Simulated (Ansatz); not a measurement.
# CH5B2ClO: the cost of one run

Program: the Python package of Ansatz 0.2.0. The levels of theory stand in the script. These are calculated values, not measurements.

## Step 1: The system

Bond lengths: O1–C2 1.351 Å, C2–B3 1.564 Å, B3–B4 1.709 Å, B4–Cl5 1.767 Å, O1–H6 0.963 Å, C2–H7 1.107 Å, C2–H8 1.113 Å, B3–H9 1.172 Å, B4–H10 1.246 Å. Angles: O1–C2–B3 109.2°, O1–C2–H7 111.2°, O1–C2–H8 111.7°, B3–C2–H7 108.9°, B3–C2–H8 105.8°, H7–C2–H8 109.9°, C2–O1–H6 112.9°, C2–B3–B4 123.5°, C2–B3–H9 123.3°, B4–B3–H9 113.0°, B3–B4–Cl5 123.2°, B3–B4–H10 115.2°, Cl5–B4–H10 121.6°.

ch5b2clo.xyz, read by the script:

```xyz
10

O    -1.76710    0.47230   -0.11130
C    -0.87760   -0.24580   -0.83100
B     0.57070    0.22670   -0.47570
B     1.27820    0.02510    1.06720
Cl    2.92960    0.52680    1.44700
H    -1.92280    0.10480    0.76520
H    -0.96600   -1.32700   -0.61190
H    -0.99490   -0.06950   -1.92370
H     1.30190    0.70420   -1.25660
H     0.53110   -0.46870    1.93370
```

## Step 2: The script

The input, methods_ch5b2clo.py:

```python
'''One geometry of CH5B2ClO, method by method.'''

from dataclasses import dataclass
from pathlib import Path

import ansatz as az
import numpy as np


@dataclass
class Settings:
    basis_set: str = 'cc-pVDZ'


settings = Settings()

system = az.Crystal.molecule_from_extxyz('ch5b2clo.xyz')

setup = system.calculation().basis(gaussian=settings.basis_set)

print('functional    E (Ha)        dipole (D)   HOMO (eV)  LUMO (eV)')
for name in ['pbe', 'pbe0', 'lc_wpbe', 'revpbe', 'b3lyp']:
    report = setup.functional(name).forces().orbitals().run(threads=1, runs_dir='runs').report
    lines = Path(report['orbitals_path']).read_text().splitlines()
    field_of = lambda key: [line.split('=')[1].strip() for line in lines if line.startswith(key)]
    orbitals = [(27.211386 * float(e), s, float(n)) for e, s, n in zip(field_of('Ene='), field_of('Spin='), field_of('Occup='))]
    homo = max(e for e, _, n in orbitals if n > 0.5)
    lumo = min(e for e, _, n in orbitals if n < 0.5)
    dipole = 4.803205 * np.linalg.norm(report['charge_distribution']['dipole_moment_e_ang'])
    print(f'{name:10s} {report["free_energy_ev"] / 27.211386246:14.6f} {dipole:9.3f} {homo:11.3f} {lumo:10.3f}')
```

## Step 3: The input behind the calls

The package turns the script's settings into the engine's input (first run):

```yaml
crystal:
  periodic: [false, false, false]
  atoms:
    - { symbol: O, position_ang: [-1.7671, 0.4723, -0.1113] }
    - { symbol: C, position_ang: [-0.8776, -0.2458, -0.831] }
    - { symbol: B, position_ang: [0.5707, 0.2267, -0.4757] }
    - { symbol: B, position_ang: [1.2782, 0.0251, 1.0672] }
    - { symbol: Cl, position_ang: [2.9296, 0.5268, 1.447] }
    - { symbol: H, position_ang: [-1.9228, 0.1048, 0.7652] }
    - { symbol: H, position_ang: [-0.966, -1.327, -0.6119] }
    - { symbol: H, position_ang: [-0.9949, -0.0695, -1.9237] }
    - { symbol: H, position_ang: [1.3019, 0.7042, -1.2566] }
    - { symbol: H, position_ang: [0.5311, -0.4687, 1.9337] }
basis:
  gaussian:
    orbitals: cc-pVDZ
hamiltonian:
  xc: pbe
output:
  orbitals: {}
  forces: true
```

## Step 4: The run

Launch:

```console
$ python methods_ch5b2clo.py
```

What time and memory should one allow on 1 thread of Arm Neoverse V2, shared host?

About 19 s, with a peak of 0.26 GiB.
